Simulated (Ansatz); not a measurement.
**WNH (triplet): from Hartree-Fock to the top rungs, def2-QZVPP**

An exercise on one series of results from a longer session: the logs are not shown, and one member is left open.

Method: def2-QZVPP, core rule «outside noble gas», up to 5 orbitals frozen; program: Ansatz 0.2.0, Gaussian basis.

The runs, in order: UHF; ROHF; CCSD(T) on UHF.

2 further runs of the same task are left out: 2 set aside as unsound or not needed.

**The geometry**

The geometry is a PBE0/def2-TZVP stationary point (not a proven minimum) of the parent state, kept for this charge and spin. No spin-orbit coupling is included. Elements past krypton take def2 core potentials.

3 atoms, charge 0, spin multiplicity 3.

Atoms are counted from 1 here; the program's logs count them from 0.

Bond lengths: W1–N2 1.684 Å, N2–H3 1.008 Å. Angles: W1–N2–H3 180.0°.

Geometry (Å):

```xyz
3
charge 0, multiplicity 3
W     0.0000    0.0000    1.4585
N     0.0000    0.0000   -0.2253
H     0.0000    0.0000   -1.2331
```

Set-up of the first run:

Contents of in.yaml:

```yaml
crystal:
  periodic: [false, false, false]
  atoms:
    - {symbol: W, position_ang: [0.000000, 0.000000, 1.458467]}
    - {symbol: N, position_ang: [0.000000, 0.000000, -0.225333]}
    - {symbol: H, position_ang: [0.000000, 0.000000, -1.233133]}
basis:
  gaussian: {orbitals: "def2-QZVPP.json"}
magnetization: {spin_polarized: true, initial_magnetization: 2}
hamiltonian: {xc: hf}
output: {orbitals: {seedname: orbitals}}
```

Started as:

```bash
$ ansatz run in.yaml --threads 1 --pin off --events-out ev --progress --plain --max-ram 4096MiB --backend cpu
```

Steps of the session up to this table: UHF; ROHF; CCSD(T) on UHF.

One table of the session follows, with a row left open; its other results are not shown here.

It belongs to the step «Misses and costs». 

| method | from UCCSD(T) (kcal/mol) |
| --- | --- |
| ROHF | +276.53 |
| UHF | ? |
| UMP2 | +25.98 |
| UCCSD | +17.00 |
| UCCSD(T) | 0 |

Estimate the missing values for UHF.

The run gave: from UCCSD(T) (kcal/mol): +259.17. In the column «from UCCSD(T) (kcal/mol)» it lies between UMP2 (+25.98) and ROHF (+276.53).

Caveats from the session: The determinant is far from a pure spin state, so its energy mixes those of several spin states (harmless only where they are near-degenerate, as at dissociation).
